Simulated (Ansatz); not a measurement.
Ta3N:

```
Ta N
1.0
     3.03222    0.00000    0.00000
    -1.51611    2.62598    0.00000
     0.00000    0.00000    7.52414
Ta N
3 1
Cartesian
  1.5161 0.8753 6.2155
  0.0000 1.7507 1.3087
  0.0000 0.0000 3.7621
  0.0000 0.0000 0.0000
```

The cell comes from a database or a generator and needn't be the stable form of this composition.

Base run:

| Property | Result |
| --- | --- |
| Program | Ansatz 0.2.0 |
| Functional | r2SCAN |
| Potentials or basis | Ansatz PAW |
| Cutoff | 500 eV (not typed: the program's choice for these potentials) |
| k mesh | 10 × 10 × 4 |
| Occupations | fermi-dirac, width 0.05 eV |
| Spin | no spin polarisation |

Its results: band gap on the k mesh none (metal or under the smearing width); pressure -4.0 GPa; largest force 0.072 eV/Å.

Problem. The run is repeated on the same cell with these changes: functional from r2SCAN to PBE; cutoff from 500 eV (not typed: the program's choice for these potentials) to 420 eV (not typed: the program's choice for these potentials). What comes out?

Solution. Band gap on the k mesh none (metal or under the smearing width); pressure -0.7 GPa; largest force 0.133 eV/Å.

Caveats: spin-orbit coupling is left out, which moves the levels of the heavy elements; the PAW data sets come from PBE, with cores solved anew for the run's functional, which leaves a small shift of forces and pressure (some runs).
